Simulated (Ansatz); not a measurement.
The system is CsMgBiO3.

```
Bi Cs Mg O
1.0
     3.23052    1.86514    3.79701
    -3.23052    1.86514    3.79701
     0.00000   -3.73028    3.79701
Bi Cs Mg O
1 1 1 3
Cartesian
  0.0000 0.0000 6.4393
  0.0000 0.0000 10.4488
  0.0000 0.0000 3.4423
  1.5857 0.9155 7.4612
  0.0000 -1.8310 7.4612
  -1.5857 0.9155 7.4612
```

The cell comes from a database or a generator and needn't be the stable form of this composition.

```yaml
Program: Ansatz 0.2.0
Task: relaxation of cell and atoms
Functional: r2SCAN
Dispersion: D3(BJ)
Potentials_or_basis: Ansatz PAW
Cutoff: "500 eV (not typed: the program's choice for these potentials)"
k_mesh: 6 × 6 × 6
Occupations: fermi-dirac, width 0.05 eV
Spin: no spin polarisation
```

At the start: volume 22.88 Å³/atom.

Where does the relaxation end?

It ends after 8 steps and the volume is 22.75 Å³/atom (-0.6 %); space group R3m (No. 160, to 0.05 Å).

The path:
```
step  energy change (eV)  largest force (eV/Å)  volume (Å³)
   1              0.0000                0.7987       137.27
   2             -0.0641                0.1860       133.02
   3             -0.0743                0.0869       133.96
   4             -0.0794                0.0208       136.17
   5             -0.0794                0.0318       136.57
   6             -0.0794                0.0121       136.56
   7             -0.0794                0.0039       136.51
   8             -0.0792                0.0036       136.51
```

Final structure:
```cif
data_structure
_symmetry_space_group_name_H-M 'P 1'
_symmetry_Int_Tables_number 1
_cell_length_a 5.3604
_cell_length_b 5.3604
_cell_length_c 5.3604
_cell_angle_alpha 72.612
_cell_angle_beta 72.612
_cell_angle_gamma 72.612
_cell_volume 136.51
loop_
_atom_site_label
_atom_site_type_symbol
_atom_site_fract_x
_atom_site_fract_y
_atom_site_fract_z
_atom_site_occupancy
Bi1 Bi 0.56938 0.56938 0.56938 1
Cs1 Cs 0.89826 0.89826 0.89826 1
Mg1 Mg 0.31354 0.31354 0.31354 1
O1 O 0.97948 0.49457 0.49457 1
O2 O 0.49457 0.49457 0.97948 1
O3 O 0.49457 0.97948 0.49457 1
```

Caveat: the plane-wave basis is chosen anew once the cell has moved, so the energies of steps on either side of that aren't comparable; the PAW data sets come from PBE, with cores solved anew for the run's functional, which leaves a small shift of forces and pressure; the dispersion damping was fitted for another functional or another form of the correction.
